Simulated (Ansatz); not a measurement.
# CsGdS2: the cost of one run

Computed with Ansatz 0.2.0 (DFT PBEsol+U (U_eff = 2 eV on Gd f), plane waves, PAW, no spin–orbit coupling unless a run says so, unless a step's input says otherwise).

1 further run of the same task is left out (it didn't finish).

## 1. The starting structure

Symmetry: R-3m, No. 166, trigonal system. Conventional cell: a = 4.214 Å, b = 4.214 Å, c = 22.948 Å, α = 90.00°, β = 90.00°, γ = 120.00°. Cs (site symmetry -3m) has 6 S at 3.35 Å as nearest neighbours. Around Gd (site symmetry -3m) lie 6 S at 2.87 Å. S (site symmetry 3m) is surrounded by 3 Gd at 2.87 Å and 3 Cs at 3.35 Å.

As a file:

```
Cs Gd S
1.0
     2.10705    1.21651    7.64941
    -2.10705    1.21651    7.64941
     0.00000   -2.43302    7.64941
Cs Gd S
1 1 2
Direct
  0.50000 0.50000 0.50000
  0.00000 0.00000 0.00000
  0.26670 0.26670 0.26670
  0.73330 0.73330 0.73330
```

## 2. Ferromagnetic start, free, symmetry kept, no search

File input.yaml:

```yaml
crystal:
  lattice:
    - [2.10705381, 1.21650809, 7.64940939]
    - [-2.10705381, 1.21650809, 7.64940939]
    - [0.0, -2.43301617, 7.64940939]
  atoms:
    - { symbol: Cs, position: [0.5, 0.5, 0.5] }
    - { symbol: Gd, position: [0.0, 0.0, 0.0], spin: 7.0 }
    - { symbol: S, position: [0.2667, 0.2667, 0.2667] }
    - { symbol: S, position: [0.7333, 0.7333, 0.7333] }
basis:
  ecutwfc: 420
  ecutrho_ratio: 4
kpoints:
  mp_grid: { grid: [5, 5, 5] }
hamiltonian:
  xc: pbesol
  hubbard: { sites: [{ site: 1, l: f, u_eff: 2.0 }] }
scf:
  occupations: { method: gaussian, width: 0.05 }
  lower_state_search: "off"
  max_iter: 150
output:
  forces: true
  stress: true
  eigenvalues: true
  populations: true
  hubbard: { sites: [{ site: 1, l: f }] }
magnetization:
  spin_polarized: true
```

The run is started by

```console
$ ansatz run input.yaml --threads 4 --pin off --max-ram 6144MiB --backend cpu --events-out ev --progress --plain --runs-dir out
```

What time and memory should one allow on 4 threads of Arm Neoverse V1, shared host?

About 5.7 s, with a peak of 0.6 GiB.
